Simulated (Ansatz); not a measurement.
# LuAl2Ni: the cost of one run

Method: DFT PBEsol, scalar-relativistic, plane waves, PAW, in Ansatz 0.2.0.

## (1) The system as given

The structure is orthorhombic, space group Cmcm (No. 63). Conventional cell: a = 4.017 Å, b = 9.810 Å, c = 6.804 Å, α = 90.00°, β = 90.00°, γ = 90.00°. Lu (site symmetry m2m) is surrounded by 3 Ni at 2.71 to 2.97 Å and 10 Al at 3.02 to 3.22 Å. Al (site symmetry m) is surrounded by 3 Ni at 2.44 to 2.48 Å and 1 Al at 2.67 Å. Ni (site symmetry m2m) is surrounded by 6 Al at 2.44 to 2.48 Å and 1 Lu at 2.71 Å.

As a file:

```cif
data_structure
_symmetry_space_group_name_H-M 'Cmcm'
_symmetry_Int_Tables_number 63
_cell_length_a 4.0173
_cell_length_b 9.8105
_cell_length_c 6.8044
_cell_angle_alpha 90.000
_cell_angle_beta 90.000
_cell_angle_gamma 90.000
_cell_volume 268.17
loop_
_atom_site_label
_atom_site_type_symbol
_atom_site_symmetry_multiplicity
_atom_site_Wyckoff_symbol
_atom_site_fract_x
_atom_site_fract_y
_atom_site_fract_z
_atom_site_occupancy
Lu1 Lu 4 c 0.50000 0.93714 0.75000 1
Al1 Al 8 f 0.50000 0.65393 0.55372 1
Ni1 Ni 4 c 0.00000 0.71386 0.75000 1
```

The structure comes from the Materials Project (structure only).

## (2) Ground state at the listed geometry

input.yaml

```yaml
crystal:
  lattice:
    - [-4.01732359, 0.0, 0.0]
    - [2.008661795, -4.905249895, 0.0]
    - [0.0, 0.0, 6.80435735]
  atoms:
    - { symbol: Lu, position: [0.56286125, 0.1257225, 0.25] }
    - { symbol: Lu, position: [0.43713875, 0.8742775, 0.75] }
    - { symbol: Al, position: [0.84607065, 0.6921413, 0.05371786] }
    - { symbol: Al, position: [0.15392935, 0.3078587, 0.94628214] }
    - { symbol: Al, position: [0.15392935, 0.3078587, 0.55371786] }
    - { symbol: Al, position: [0.84607065, 0.6921413, 0.44628214] }
    - { symbol: Ni, position: [0.28614452, 0.57228904, 0.25] }
    - { symbol: Ni, position: [0.71385548, 0.42771096, 0.75] }
basis:
  ecutwfc: 420
  fft_grid_basis: typed
kpoints:
  mp_grid: { grid: [10, 10, 6] }
hamiltonian:
  xc: pbesol
  pseudopotentials: { kind: paw }
scf:
  occupations: { method: gaussian, width: 0.05 }
output:
  forces: true
  stress: true
  eigenvalues: true
  bader: true
  write_density: true
  volumetric_format: npy
  elf: true
```

Started as:

```bash
$ ansatz run input.yaml --threads 2 --pin off --max-ram 4096MiB --backend cpu --events-out ev --progress --plain --runs-dir out
```

Q: Estimate wall time and peak memory on 2 threads of Arm Neoverse N1, shared host.

About 2.7 min, with a peak of 0.89 GiB.
